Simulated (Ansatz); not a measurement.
# C6H8N2: ionisation energy by level of theory

One table from this session's results is given with a row withheld; the runs are named, their logs left out.

Computed with Ansatz 0.2.0, Gaussian basis. Level: unrestricted cation, the program's frozen cores in correlated methods.

Plan: UKS PBE-D4/def2-TZVPP; UKS r2SCAN-D4/def2-TZVPP; UKS PBE0-D4/def2-TZVPP; UKS B3LYP-D4/def2-TZVPP; UKS wB97X-V/def2-TZVPP; UKS wB97M-V/def2-TZVPP; UKS B2PLYP/def2-TZVPP; UHF-CCSD(T)/def2-TZVPP; UHF-MP2/def2-QZVPP; extrapolation to the limit; then −ε(HOMO) from the neutral's earlier runs with LDA (SPW92), PBE-D4, revPBE-D4, BLYP-D4, r2SCAN-D4, B97M-V, PBE0-D4, B3LYP-D4, r2SCANh-D4, r2SCAN0-D4, HSE06-D4, BHLYP-D4, CAM-B3LYP-D4, LC-ωPBE, ωB97X-V, ωB97M-V.

## Structure used throughout

The geometry comes from an earlier relaxation with PBE0-D4 in a triple-zeta def2 set; it is a stationary point, not always the lowest conformer.

SMILES `NNc1ccccc1`, 16 atoms, charge 0, spin multiplicity 1.

Atoms are counted from 1 here; the program's logs count them from 0.

Bond lengths: N1–N2 1.390 Å, N1–H9 1.012 Å, N1–H10 1.017 Å, N2–C3 1.385 Å, N2–H11 1.007 Å, C3–C4 1.395 Å, C3–C8 1.399 Å, C4–C5 1.387 Å, C4–H12 1.083 Å, C5–C6 1.384 Å, C5–H13 1.084 Å, C6–C7 1.390 Å, C6–H14 1.083 Å, C7–C8 1.380 Å, C7–H15 1.084 Å, C8–H16 1.086 Å. Angles: N2–N1–H9 109.7°, N2–N1–H10 111.1°, H9–N1–H10 108.4°, N1–N2–C3 121.6°, N1–N2–H11 111.8°, C3–N2–H11 115.0°, N2–C3–C4 122.1°, N2–C3–C8 119.2°, C4–C3–C8 118.7°, C3–C4–C5 120.2°, C3–C4–H12 120.1°, C5–C4–H12 119.7°, C4–C5–C6 121.1°, C4–C5–H13 119.0°, C6–C5–H13 119.9°, C5–C6–C7 118.8°, C5–C6–H14 120.6°, C7–C6–H14 120.6° and more.

The first run:

in.yaml reads:

```yaml
crystal:
  periodic: [false, false, false]
  atoms:
    - {symbol: N, position_ang: [2.465600, -0.842689, 1.116665]}
    - {symbol: N, position_ang: [1.091389, -0.993963, 1.263155]}
    - {symbol: C, position_ang: [0.196631, -0.339450, 0.432973]}
    - {symbol: C, position_ang: [0.570715, 0.153787, -0.817069]}
    - {symbol: C, position_ang: [-0.368479, 0.766695, -1.634010]}
    - {symbol: C, position_ang: [-1.685824, 0.902231, -1.230707]}
    - {symbol: C, position_ang: [-2.059133, 0.411445, 0.015354]}
    - {symbol: C, position_ang: [-1.135217, -0.199964, 0.838835]}
    - {symbol: H, position_ang: [2.798129, -1.447025, 0.375663]}
    - {symbol: H, position_ang: [2.705691, 0.117018, 0.879991]}
    - {symbol: H, position_ang: [0.820649, -1.033859, 2.232001]}
    - {symbol: H, position_ang: [1.593329, 0.050605, -1.158269]}
    - {symbol: H, position_ang: [-0.057597, 1.141981, -2.602808]}
    - {symbol: H, position_ang: [-2.412963, 1.382861, -1.873425]}
    - {symbol: H, position_ang: [-3.085233, 0.510288, 0.351861]}
    - {symbol: H, position_ang: [-1.437686, -0.579980, 1.809790]}
basis:
  gaussian: {orbitals: def2-TZVPP}
total_charge: 1
magnetization: {spin_polarized: true, initial_magnetization: 1}
hamiltonian: {xc: pbe, dispersion: d4}
```

On the command line:

```bash
> ansatz run in.yaml --threads 2 --pin off --events-out ev --progress --plain --max-ram 32768MiB --backend cuda --devices 0, --max-vram 18GiB
```

Among the steps run: Cation, UKS PBE-D4/def2-TZVPP; Cation, UKS r2SCAN-D4/def2-TZVPP; Cation, UKS PBE0-D4/def2-TZVPP; Cation, UKS B3LYP-D4/def2-TZVPP; Cation, UKS wB97X-V/def2-TZVPP; Cation, UKS wB97M-V/def2-TZVPP; Cation, UKS B2PLYP (frozen core)/def2-TZVPP; Cation, UHF-CCSD(T)/def2-TZVPP; Cation, UHF-MP2/def2-QZVPP.

One table of the session follows, with a row left open; its other results are not shown here.

It belongs to the step «Ionisation energies side by side». For comparison, −ε(HOMO) of the neutral from earlier runs:

| functional | −ε(HOMO) (eV) |
| --- | --- |
| LDA (SPW92) | 5.10 |
| PBE-D4 | 4.91 |
| revPBE-D4 | 4.83 |
| BLYP-D4 | ? |
| r2SCAN-D4 | 5.07 |
| B97M-V | 5.09 |
| PBE0-D4 | 5.93 |
| B3LYP-D4 | 5.73 |
| r2SCANh-D4 | 5.46 |
| r2SCAN0-D4 | 6.05 |
| HSE06-D4 | 5.54 |
| BHLYP-D4 | 6.80 |
| CAM-B3LYP-D4 | 7.13 |
| LC-ωPBE | 8.36 |
| ωB97X-V | 8.04 |
| ωB97M-V | 7.98 |

Estimate the missing values for BLYP-D4.

Worked estimate for «−ε(HOMO) (eV)». Against the share of exact exchange, B3LYP-D4 (0.2, 5.73), BHLYP-D4 (0.5, 6.80) give a slope of 3.57 per unit share; at 0 the line stands at 5.02.

As computed: −ε(HOMO) (eV): 4.75. In «−ε(HOMO) (eV)» the line misses by +0.27.
